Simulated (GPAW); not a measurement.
# BiTe (R-3m) in GPAW: reference runs

Aim: a first look at BiTe with PBE, on the cell as given and on a disturbed one.

Everything below comes from runs of GPAW 26.7.0. Logs are shortened: lines on timing, memory, paths and dates and some standing lists are left out, and cuts for length are marked. The log counts tension as positive stress, the text compression.

## 1. Starting point

The structure is trigonal, space group R-3m (No. 166). Conventional cell: a = 4.845 Å, b = 4.845 Å, c = 9.952 Å, α = 90.00°, β = 90.00°, γ = 120.00°. Bi (site symmetry -3m) has 6 Te at 3.25 Å as nearest neighbours. Te (site symmetry -3m) is surrounded by 6 Bi at 3.25 Å.

The cell comes from a database or a generator and needn't be the stable form of this composition.

## 2. Single point, PBE

run.py

```python
from ase import Atoms
from ase.dft.bandgap import bandgap
from ase.io import write
from ase.units import Bohr, GPa
from gpaw import GPAW, PW
from gpaw.elf import elf_from_dft_calculation

atoms = Atoms(['Bi', 'Te'],
              cell=[[2.4227077728, 1.3987509848, 3.3172919545],
                    [-2.4227077728, 1.3987509848, 3.3172919545],
                    [0.0, -2.7975019696, 3.3172919545]],
              scaled_positions=[[0.5, 0.5, 0.5],
                                [0.0, 0.0, 0.0]],
              pbc=True)

calc = GPAW(mode=PW(600),
            xc='PBE',
            kpts={'size': (7, 7, 7), 'gamma': True},
            occupations={'name': 'fermi-dirac', 'width': 0.05},
            nbands=20,
            convergence={'density': 1e-05, 'energy': 1e-05},
            maxiter=150,
            txt='gpaw.txt')
atoms.calc = calc
energy = atoms.get_potential_energy()
forces = atoms.get_forces()
stress = atoms.get_stress()
calc.write('gs.gpw')
write('result.traj', atoms)
print(f'Energy: {energy:.6f} eV')
print('Forces (eV/A):')
print(forces.round(4))
print('Stress (GPa):', (stress / GPa).round(3))
print('Fermi level:', round(calc.get_fermi_level(), 4), 'eV')
print(f'Gap: {bandgap(calc)[0]:.4f} eV, direct: {bandgap(calc, direct=True)[0]:.4f} eV')

# fields on the real-space grid
write('density.cube', atoms, data=calc.get_pseudo_density() * Bohr**3)
write('potential.cube', atoms, data=calc.get_electrostatic_potential())
write('elf.cube', atoms, data=elf_from_dft_calculation(calc).data)
```

Potentials or basis: GPAW PAW data sets (gpaw-data 1.2.1), pw.

The run is started by

```bash
> OMP_NUM_THREADS=1 python run.py
```

gpaw.txt:

```text
__  _  _
 | _ |_)|_||  |
 |__||  | ||/\| - 26.7.0

Input parameters:
  mode=PW(ecut=600.0),
  convergence={'density': 1e-05, 'energy': 1e-05},
  kpts=MonkhorstPack(size=(7, 7, 7), gamma=True),
  maxiter=150,
  nbands=20,
  occupations=Occupations(name='fermi-dirac', width=0.05),
  xc=XC(name='PBE')

Diagonalizing LCAO Hamiltonian
Converting LCAO to pw mode

       Bi

       Te

Atoms  # Å, Bohr magnetons
|   | symbol |        x |        y |        z |    initial magnetic moments |
|---|--------|----------|----------|----------|-----------------------------|
| 0 |     Bi | 0.000000 | 0.000000 | 4.975938 | ( 0.0000,  0.0000,  0.0000) |
| 1 |     Te | 0.000000 | 0.000000 | 0.000000 | ( 0.0000,  0.0000,  0.0000) |

Unit cell  # Å
| periodic |         x |         y |        z |  lengths |    angles |
|----------|-----------|-----------|----------|----------|-----------|
|      yes |  2.422708 |  1.398751 | 3.317292 | 4.339406 | 67.877182 |
|      yes | -2.422708 |  1.398751 | 3.317292 | 4.339406 | 67.877182 |
|      yes |  0.000000 | -2.797502 | 3.317292 | 4.339406 | 67.877182 |

Number of symmetries: 12
Symmetry operations  # r_c * U_cc + t_c -> r_c
|    | kind |            matrix            |
|----|------|------------------------------|
|  0 |  E   |  1, 0, 0,  0, 1, 0,  0, 0, 1 |
|  1 |  σ   |  1, 0, 0,  0, 0, 1,  0, 1, 0 |
|  2 |  σ   |  0, 1, 0,  1, 0, 0,  0, 0, 1 |
|  3 |  C3  |  0, 1, 0,  0, 0, 1,  1, 0, 0 |
|  4 |  C3  |  0, 0, 1,  1, 0, 0,  0, 1, 0 |
|  5 |  σ   |  0, 0, 1,  0, 1, 0,  1, 0, 0 |
|  6 |  C2  |  0, 0,-1,  0,-1, 0, -1, 0, 0 |
|  7 |  S6  |  0, 0,-1, -1, 0, 0,  0,-1, 0 |
|  8 |  S6  |  0,-1, 0,  0, 0,-1, -1, 0, 0 |
|  9 |  C2  |  0,-1, 0, -1, 0, 0,  0, 0,-1 |
| 10 |  C2  | -1, 0, 0,  0, 0,-1,  0,-1, 0 |
| 11 |  i   | -1, 0, 0,  0,-1, 0,  0, 0,-1 |

BZ-sampling:
  Number of BZ points: 343
  Number of IBZ points: 44

  Monkhorst-Pack size: [7, 7, 7]
  Monkhorst-Pack shift: [0, 0, 0]

K-points  # in reciprocal-cell coordinates
|     |                                coordinates |     weight |
|-----|--------------------------------------------|------------|
|   0 | (  0.00000000,   0.00000000,   0.00000000) | 0.00291545 |
|   1 | (  0.14285714,   0.00000000,  -0.14285714) | 0.01749271 |
|   2 | (  0.14285714,   0.00000000,   0.00000000) | 0.01749271 |
|   3 | (  0.14285714,   0.14285714,  -0.14285714) | 0.01749271 |
|   4 | (  0.14285714,   0.14285714,   0.00000000) | 0.01749271 |
|   5 | (  0.14285714,   0.14285714,   0.14285714) | 0.00583090 |
|   6 | (  0.28571429,  -0.14285714,  -0.14285714) | 0.01749271 |
|   7 | (  0.28571429,   0.00000000,  -0.28571429) | 0.01749271 |
|   8 | (  0.28571429,   0.00000000,  -0.14285714) | 0.03498542 |
|   9 | (  0.28571429,   0.00000000,   0.00000000) | 0.01749271 |
| ... |                                            |            |
|  43 | (  0.42857143,   0.42857143,   0.42857143) | 0.00583090 |

Plane wave coefficients: 2263
Cutoff: 600.0 eV

Spin-components: 1 (collinear spins)
Bands:           20
Projectors:      11
Spin-degeneracy: 2
Datatype:        complex128

Parallelization:
  kpt:    1
  domain: 1
  band:   1

Density:
  Valence electrons: 21.0
  Components: 1
  Grid points: [25 25 25]
  Charge: 0.0  # |e|

Potential:
  Grid points: [25 25 25]

species:
  Bi:
    name:    Bismuth
    Z:       83.0
    valence: 15
    core:    68
    charge:  0.0  # [|e|]
    compensation charges:
      type: gauss
      rc: 0.38  # [Å]
      lmax: 2
    cutoffs:
      filter: 2.23  # [Å]
      core: 2.33  # [Å]
    projectors
    | kind |    occ | energy [eV] | rcut [Å] |
    |------|--------|-------------|----------|
    |   6s |  2.000 |     -14.385 |    1.286 |
    |   6p |  3.000 |      -4.580 |    1.275 |
    |   5d | 10.000 |     -27.119 |    1.349 |
    |    s |        |      12.827 |    1.286 |
    |    p |        |      22.631 |    1.275 |
    |    d |        |       0.093 |    1.349 |

    Using partial waves for Bi as LCAO basis

  Te:
    name:    Tellurium
    Z:       52.0
    valence: 6
    core:    46
    charge:  0.0  # [|e|]
    compensation charges:
      type: gauss
      rc: 0.36  # [Å]
      lmax: 2
    cutoffs:
      filter: 2.09  # [Å]
      core: 3.17  # [Å]
    projectors
    | kind |    occ | energy [eV] | rcut [Å] |
    |------|--------|-------------|----------|
    |   5s |  2.000 |     -15.089 |    1.180 |
    |   5p |  4.000 |      -5.955 |    1.196 |
    |    s |        |      12.123 |    1.180 |
    |    p |        |      21.256 |    1.196 |
    |    d |        |       0.000 |    1.238 |

    Using partial waves for Te as LCAO basis

Reference energy: -769639.066386  # eV

eigensolver:
  PPCG
  Converge bands: occupied
  niter=2

density mixing:
  MSR1-Mixer
  Pratt-step length: 0.05
  Maximum mixing coefficient: 0.75
  Old densities: 10
  SVD Regularization: 0.005
  Good broyden scale: 1.0
  Trust region scale: 1.0
  Backstep threshold: 4.0
  History deletion threshold: 6.0
  Fourier metric: weight=20.0, sigma=0.015

occupation numbers:
  Fermi-Dirac:
    width: 0.0500  # eV

poisson solver:
  ecut: 4800.0  # eV

xc functional:
  name: PBE with 2 nearest neighbor stencil

convergence criteria:
[... 6 lines left out ...]
|iter     | |      energy | eigst |  dens |
|---------|-|-------------|-------|-------|
|iter:   1| |   -8.036503 | -0.42 |       |
|iter:   2| |   -8.031879 | -2.53 | -1.52 |
|iter:   3| |   -8.011835 | -3.07 | -1.56 |
|iter:   4| |   -8.014623 | -3.53 | -2.01 |
|iter:   5| |   -8.015257 | -4.12 | -2.36 |
|iter:   6| |   -8.015293 | -5.38 | -3.18 |
|iter:   7| |   -8.015296c| -6.41 | -3.87 |
|iter:   8| |   -8.015297c| -7.25 | -4.60 |
|iter:   9| |   -8.015297c| -8.08c| -5.14c|

Converged in 9 steps
Energy contributions relative to reference atoms: (reference = -769639.066386)

Energy contributions:
  Kinetic:          21.562828
  Coulomb:         -20.744696
  Zero:             -1.347883
  External:          0.000000
  Xc:               -7.479457
  Entropy:          -0.012179
  Spinorbit:         0.000000
  ----------------------------
  Free energy:      -8.021386
  Extrapolated:     -8.015297

dipole moment: (-0.000000, -0.000000, -42.506526)  # |e|*Ang

Fermi level: 6.437
Eigenvalues  # (at kpt = [0.000, 0.000, 0.000])
| band index |      eig [eV] | occ [0-2] |
|------------|---------------|-----------|
|          0 |       -16.993 |     2.000 |
|        ... |               |           |
|          2 |       -16.976 |     2.000 |
|          3 |       -16.976 |     2.000 |
|          4 |       -16.958 |     2.000 |
|          5 |        -6.990 |     2.000 |
|          6 |        -1.735 |     2.000 |
|          7 |         3.510 |     2.000 |
[... 8 lines left out ...]
|         16 |        13.115 |     0.000 |
|         17 |        13.359 |     0.000 |
|        ... |               |           |
|         19 |        13.476 |     0.000 |

No gap
No difference between direct/indirect transitions

Forces  # eV/Ang
|       x |       y |        z |
|---------|---------|----------|
| 0.00000 | 0.00000 | -0.00000 |  # Bi   0
| 0.00000 | 0.00000 |  0.00000 |  # Te   1

Stress tensor  # eV/Ang^3
|        x |        y |        z |
|----------|----------|----------|
| 0.000273 | 0.000000 | 0.000000 |
| 0.000000 | 0.000273 | 0.000000 |
| 0.000000 | 0.000000 | 0.000497 |

# Writing to gs.gpw (mode='')
```

stdout:

```text
Energy: -8.015297 eV
Forces (eV/A):
[[ 0.  0. -0.]
 [ 0.  0.  0.]]
Stress (GPa): [0.044 0.044 0.08  0.    0.    0.   ]
Fermi level: 6.4375 eV
Gap: 0.0000 eV, direct: 0.0000 eV
```

Wall time 25 s (1 thread of Arm Neoverse V2, shared host); peak memory 0.2 GiB.

What came out:

```
Free energy            : -8.0214 eV
Pressure               : -0.1 GPa
Band gap on the k mesh : none (metal or under the smearing width)
```

Caveat: spin-orbit coupling is left out, which moves the levels of the heavy elements.

## 3. Single point, PBE (atoms moved at random, drawn with an rms of 0.05 Å)

Changes to run.py since step 2:

```diff
@@ -3,5 +3,4 @@
 from ase.io import write
-from ase.units import Bohr, GPa
+from ase.units import GPa
 from gpaw import GPAW, PW
-from gpaw.elf import elf_from_dft_calculation
 
@@ -11,4 +10,4 @@
                     [0.0, -2.7975019696, 3.3172919545]],
-              scaled_positions=[[0.5, 0.5, 0.5],
-                                [0.0, 0.0, 0.0]],
+              scaled_positions=[[0.504488, 0.499858, 0.497606],
+                                [-0.005495, 0.00737, 0.004728]],
               pbc=True)
@@ -35,6 +34 @@
 print(f'Gap: {bandgap(calc)[0]:.4f} eV, direct: {bandgap(calc, direct=True)[0]:.4f} eV')
-
-# fields on the real-space grid
-write('density.cube', atoms, data=calc.get_pseudo_density() * Bohr**3)
-write('potential.cube', atoms, data=calc.get_electrostatic_potential())
-write('elf.cube', atoms, data=elf_from_dft_calculation(calc).data)
```

Potentials or basis: GPAW PAW data sets (gpaw-data 1.2.1), pw.

The run is started by

```bash
> OMP_NUM_THREADS=1 python run.py
```

gpaw.txt:

```text
__  _  _
 | _ |_)|_||  |
 |__||  | ||/\| - 26.7.0

Input parameters:
  mode=PW(ecut=600.0),
  convergence={'density': 1e-05, 'energy': 1e-05},
  kpts=MonkhorstPack(size=(7, 7, 7), gamma=True),
  maxiter=150,
  nbands=20,
  occupations=Occupations(name='fermi-dirac', width=0.05),
  xc=XC(name='PBE')

Diagonalizing LCAO Hamiltonian
Converting LCAO to pw mode

       Bi

       Te

Atoms  # Å, Bohr magnetons
|   | symbol |         x |         y |        z |    initial magnetic moments |
|---|--------|-----------|-----------|----------|-----------------------------|
| 0 |     Bi |  0.011217 |  0.012776 | 4.982413 | ( 0.0000,  0.0000,  0.0000) |
| 1 |     Te | -0.031168 | -0.010604 | 0.021904 | ( 0.0000,  0.0000,  0.0000) |

Unit cell  # Å
| periodic |         x |         y |        z |  lengths |    angles |
|----------|-----------|-----------|----------|----------|-----------|
|      yes |  2.422708 |  1.398751 | 3.317292 | 4.339406 | 67.877182 |
|      yes | -2.422708 |  1.398751 | 3.317292 | 4.339406 | 67.877182 |
[... 154 lines left out ...]

Energy contributions:
  Kinetic:          21.650633
  Coulomb:         -20.820109
  Zero:             -1.347836
  External:          0.000000
  Xc:               -7.489710
  Entropy:          -0.012073
  Spinorbit:         0.000000
  ----------------------------
  Free energy:      -8.019096
  Extrapolated:     -8.013059

dipole moment: (20.118119, 11.765632, -13.739919)  # |e|*Ang

Fermi level: 6.442
Eigenvalues  # (at kpt = [0.000, 0.000, 0.000])
| band index |      eig [eV] | occ [0-2] |
|------------|---------------|-----------|
|          0 |       -16.991 |     2.000 |
|        ... |               |           |
|          2 |       -16.974 |     2.000 |
|          3 |       -16.974 |     2.000 |
|          4 |       -16.956 |     2.000 |
|          5 |        -6.993 |     2.000 |
|          6 |        -1.733 |     2.000 |
|          7 |         3.509 |     2.000 |
[... 8 lines left out ...]
|         16 |        13.117 |     0.000 |
|         17 |        13.351 |     0.000 |
|        ... |               |           |
|         19 |        13.488 |     0.000 |

No gap
No difference between direct/indirect transitions

Forces  # eV/Ang
|        x |        y |        z |
|----------|----------|----------|
| -0.08009 | -0.04421 |  0.01305 |  # Bi   0
|  0.08008 |  0.04420 | -0.01305 |  # Te   1

Stress tensor  # eV/Ang^3
|         x |         y |        z |
|-----------|-----------|----------|
| -0.000153 | -0.000103 | 0.000103 |
| -0.000103 | -0.000038 | 0.000062 |
|  0.000103 |  0.000062 | 0.000390 |

# Writing to gs.gpw (mode='')
```

It took 90 s on 1 thread of Arm Neoverse V2, shared host; peak memory 0.35 GiB.

What came out:

```
Free energy            : -8.0191 eV
Pressure               : 0.0 GPa
Largest force          : 0.092 eV/Å
Band gap on the k mesh : none (metal or under the smearing width)
```

Forces in eV/Å, atoms in the order of the input:
```
Bi  -0.080 -0.044  0.013
Te   0.080  0.044 -0.013
```

Levels at points of the mesh, in eV from the Fermi level:
| k point | band 6 | band 7 | band 8 | band 9 | band 10 | band 11 | band 12 | band 13 | band 14 | band 15 |
| --- | --- | --- | --- | --- | --- | --- | --- | --- | --- | --- |
| (0.00, 0.00, 0.00) | -13.43 | -8.18 | -2.93 | -2.93 | -1.63 | 1.86 | 2.47 | 2.48 | 4.08 | 4.08 |

Caveat: spin-orbit coupling is left out, which moves the levels of the heavy elements.
